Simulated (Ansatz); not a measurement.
# C2H6GeO2: the cost of one run

Program: Ansatz 0.2.0, Gaussian basis. Level of theory: the settings change from run to run. These are calculated values, not measurements.

## 1. The geometry

The structure was relaxed beforehand with PBE0-D4 in a triple-zeta def2 set.

SMILES `CC(=O)[O][GeH3]`, 11 atoms, charge 0, spin multiplicity 1.

Atoms are counted from 1 here; the program's logs count them from 0.

Bond lengths: C1–C2 1.497 Å, C1–H6 1.087 Å, C1–H7 1.092 Å, C1–H8 1.092 Å, C2–O3 1.209 Å, C2–O4 1.328 Å, O4–Ge5 1.834 Å, Ge5–H9 1.529 Å, Ge5–H10 1.534 Å, Ge5–H11 1.529 Å. Angles: C2–C1–H6 110.0°, C2–C1–H7 109.6°, C2–C1–H8 109.6°, H6–C1–H7 110.2°, H6–C1–H8 110.2°, H7–C1–H8 107.2°, C1–C2–O3 124.8°, C1–C2–O4 113.2°, O3–C2–O4 122.1°, C2–O4–Ge5 112.9°, O4–Ge5–H9 109.1°, O4–Ge5–H10 100.1°, O4–Ge5–H11 109.1°, H9–Ge5–H10 111.9°, H9–Ge5–H11 113.7°, H10–Ge5–H11 111.9°.

## 2. RPA/def2-TZVPP

Set apart from the defaults: finite nuclei, correlated electrons set to all.

The input, in.yaml:

```yaml
crystal:
  periodic: [false, false, false]
  atoms:
    - {symbol: C, position_ang: [-0.090474, -1.581416, 1.218867]}
    - {symbol: C, position_ang: [-0.290492, -0.567804, 0.135392]}
    - {symbol: O, position_ang: [-1.119195, -0.649998, -0.741095]}
    - {symbol: O, position_ang: [0.544505, 0.461457, 0.221681]}
    - {symbol: Ge, position_ang: [0.290166, 1.698243, -1.108113]}
    - {symbol: H, position_ang: [-0.791466, -2.402637, 1.093689]}
    - {symbol: H, position_ang: [0.935457, -1.952940, 1.189061]}
    - {symbol: H, position_ang: [-0.234364, -1.109004, 2.192449]}
    - {symbol: H, position_ang: [-1.116612, 2.283817, -0.984674]}
    - {symbol: H, position_ang: [1.370938, 2.720601, -0.735552]}
    - {symbol: H, position_ang: [0.566739, 1.042679, -2.461205]}
basis:
  gaussian: {orbitals: def2-TZVPP, nuclear_model: gaussian}
hamiltonian: {xc: {name: PBE}}
correlation: {method: rpa, electrons: all}
```

Started as:

```bash
ansatz run in.yaml --threads 4 --pin off --events-out ev --progress --plain --max-ram 10444MiB
```

What time and memory should one allow on 4 threads of Arm Neoverse V1, shared host?

About 8.5 s, with a peak of 0.73 GiB.
